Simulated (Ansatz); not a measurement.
# Cl2FH2NSi, SMILES N[Si](F)(Cl)Cl: energies of removing a hydrogen

Program: the Ansatz DFT code, driven from Python.

`bde_cl2fh2nsi.py`:
```python
import ansatz as az


def energy(molecule, charge=0, unpaired=0):
    calc = molecule.calculation().basis(gaussian='def2-SVPD').functional('B3LYP')
    if charge:
        calc = calc.charge(charge)
    if unpaired:
        calc = calc.spin('collinear', total=unpaired)
    return calc.run(threads=1, backend='cpu').report['free_energy_ev']

def without(molecule, index):
    rest = az.Crystal.molecule()
    for i, site in enumerate(molecule.cartesian_sites):
        if i != index:
            rest = rest.atom(site.symbol, site.position_ang)
    return rest

geometry_ang = [
    ('N', [-0.9887, 0.1287, 0.5146]),
    ('Si', [0.5681, -0.0433, 0.029]),
    ('F', [1.2227, -1.0475, 1.0437]),
    ('Cl', [0.6609, -0.8011, -1.8579]),
    ('Cl', [1.5468, 1.7341, -0.0706]),
    ('H', [-1.4677, -0.7296, 0.526]),
    ('H', [-1.4809, 0.6907, -0.2306]),
]
molecule = az.Crystal.molecule()
for symbol, xyz in geometry_ang:
    molecule = molecule.atom(symbol, xyz)

whole = energy(molecule, 0)
hydrogen = energy(az.Crystal.molecule().atom('H', (0, 0, 0)), 0, 1)
print(f'E(molecule) = {whole:.5f} eV, E(H) = {hydrogen:.5f} eV')
for index in [6]:
    radical = energy(without(molecule, index), 0, 1)
    print(f'H{index}: homolysis {96.485332 * (radical + hydrogen - whole):.1f} kJ/mol')
```

```console
$ python bde_cl2fh2nsi.py
E(molecule) = -37155.80430 eV, E(H) = -13.63995 eV
H6: homolysis 490.9 kJ/mol
```

Caveats:
- Total energies depend on the basis set; only differences at equal settings carry meaning.
- The geometry is a force-field or estimated start, not a minimum of this method, and the basis set is short of its limit. All parts are taken at fixed geometry, without zero-point energy.
- b3lyp holds the VWN-RPA fit, as in Gaussian; the form of ORCA and Turbomole is b3lyp5.
- The whole script took 16 s on 1 thread of Arm Neoverse V2 (shared host), peak memory 0.48 GiB.
